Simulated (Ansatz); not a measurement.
# LiAuF3: the cost of one run

All numbers are computed with Ansatz 0.2.0 through its Python package. Level of theory: DFT PBEsol+D4, plane waves, PAW.

## 1. Starting point

LiAuF3 Pm-3m: Symmetry: Pm-3m, No. 221, cubic system. The conventional cell has a = 3.780 Å, b = 3.780 Å, c = 3.780 Å, α = 90.00°, β = 90.00°, γ = 90.00°. Li (site symmetry m-3m) is surrounded by 12 F at 2.67 Å. Au (site symmetry m-3m) has 6 F at 1.89 Å as nearest neighbours. F (site symmetry 4/mmm) has 2 Au at 1.89 Å and 4 Li at 2.67 Å as nearest neighbours.

NaAuF3 Pm-3m: The structure is cubic, space group Pm-3m (No. 221). Conventional cell: a = 4.150 Å, b = 4.150 Å, c = 4.150 Å, α = 90.00°, β = 90.00°, γ = 90.00°. Around Na (site symmetry m-3m) lie 12 F at 2.93 Å. Au (site symmetry m-3m) is surrounded by 6 F at 2.07 to 2.08 Å. F (site symmetry 4/mmm) is surrounded by 2 Au at 2.08 Å and 4 Na at 2.93 Å.

CsAuF3 Pm-3m: The structure is cubic, space group Pm-3m (No. 221). The conventional cell has a = 4.830 Å, b = 4.830 Å, c = 4.830 Å, α = 90.00°, β = 90.00°, γ = 90.00°. Cs (site symmetry m-3m) is surrounded by 12 F at 3.42 Å. Au (site symmetry m-3m) has 6 F at 2.41 to 2.42 Å as nearest neighbours. F (site symmetry 4/mmm) has 2 Au at 2.42 Å and 4 Cs at 3.42 Å as nearest neighbours.

No structure file is read: the coordinates are typed or built in the script.

## 2. The code

File liauf3_series.py:

```python
"""Element substitution on the perovskite prototype."""

import warnings

import ansatz as az
import matplotlib.pyplot as plt
import numpy as np
from tabulate import tabulate


def perovskite(A, B, X, a):
    return (
        az.Lattice.cubic(a)
        .space_group(221)
        .atom(A, (0, 0, 0))
        .atom(B, (0.5, 0.5, 0.5))
        .atom(X, (0.5, 0.5, 0))
    )


def compute(name, crystal, relax=True):
    calc = (
        crystal.calculation()
        .functional("PBEsol", dispersion="D4")
        .scf(lower_state_search="off", algorithm="direct_min")
        .basis(460)
        .kpoints(spacing=0.39)
        .occupations("cold", width=0.1)
        .stress()
        .band_table()
    )
    if relax:
        calc = calc.relax(force_tolerance=0.01, cell=True)
    return calc.run()

def bulk_modulus(name, outcome, step=0.02):
    # B = -V dP/dV from the pressures of two uniformly scaled cells, atoms held at their fractions
    pressure = []
    for factor in (1 - step, 1.0, 1 + step):
        cell = az.Crystal(lattice=az.Lattice.of(outcome.lattice.cell_ang * factor ** (1 / 3)))
        for site in outcome.report["lattice"]["sites"]:
            cell = cell.atom(site["symbol"], site["position_frac"])
        pressure.append(np.trace(compute(name, cell, relax=False).report["stress_gpa"]) / 3)
    slope, bend = (pressure[0] - pressure[2]) / (2 * step), abs(pressure[0] + pressure[2] - 2 * pressure[1])
    # a jump of mesh or basis between the cells shows as a kink: no modulus then
    return float(slope) if bend < 12 * step**2 * abs(slope) + 0.15 and abs(pressure[1]) < 1.5 else float("nan")


def volume_per_atom(outcome):
    return abs(np.linalg.det(outcome.lattice.cell_ang)) / len(outcome.lattice.sites)

# the lattice constants below are starting guesses
warnings.simplefilter("ignore", az.DeckWarning)

phases = {}
phases["LiAuF3"] = perovskite("Li", "Au", "F", 3.78)
phases["NaAuF3"] = perovskite("Na", "Au", "F", 4.15)
phases["CsAuF3"] = perovskite("Cs", "Au", "F", 4.83)

done = {}
for name, crystal in phases.items():
    done[name] = compute(name, crystal)
    print(f"{name}: {done[name].report['energy_sigma0_ev']:.4f} eV, {len(done[name].lattice.sites)} atoms")

rows = [(name, float(np.linalg.norm(o.lattice.cell_ang[0])), volume_per_atom(o), bulk_modulus(name, o)) for name, o in done.items()]
print(tabulate(rows, headers=["compound", "a (A)", "V (A^3/atom)", "B (GPa)"], floatfmt=".4f", tablefmt="psql"))
plt.figure(figsize=(4.5, 3))
plt.bar([row[0] for row in rows], [row[1] for row in rows])
plt.ylabel("a (A)")
plt.tight_layout()
plt.savefig("series.png", dpi=100)
```

## 3. The input behind the calls

The package turns the script's settings into the engine's input (first run):

```yaml
crystal:
  lattice:
    bravais: cubic
    a: 3.78
  space_group: 221
  atoms:
    - { symbol: Li, position: [0.0, 0.0, 0.0] }
    - { symbol: Au, position: [0.5, 0.5, 0.5] }
    - { symbol: F, position: [0.5, 0.5, 0.0] }
basis:
  ecutwfc: 460.0
kpoints:
  mp_grid:
    kspacing: 0.39
hamiltonian:
  xc: pbesol
  dispersion: d4
scf:
  algorithm: direct_min
  lower_state_search: "off"
  occupations:
    method: cold
    width: 0.1
relax:
  f_tol: 0.01
  cell: {}
output:
  stress: true
  eigenvalues: true
```

## 4. Launch

Started as:

```bash
$ python liauf3_series.py
```

Q: Estimate wall time and peak memory on 1 thread of Arm Neoverse N1, shared host.

About 4.8 min, with a peak of 0.55 GiB.
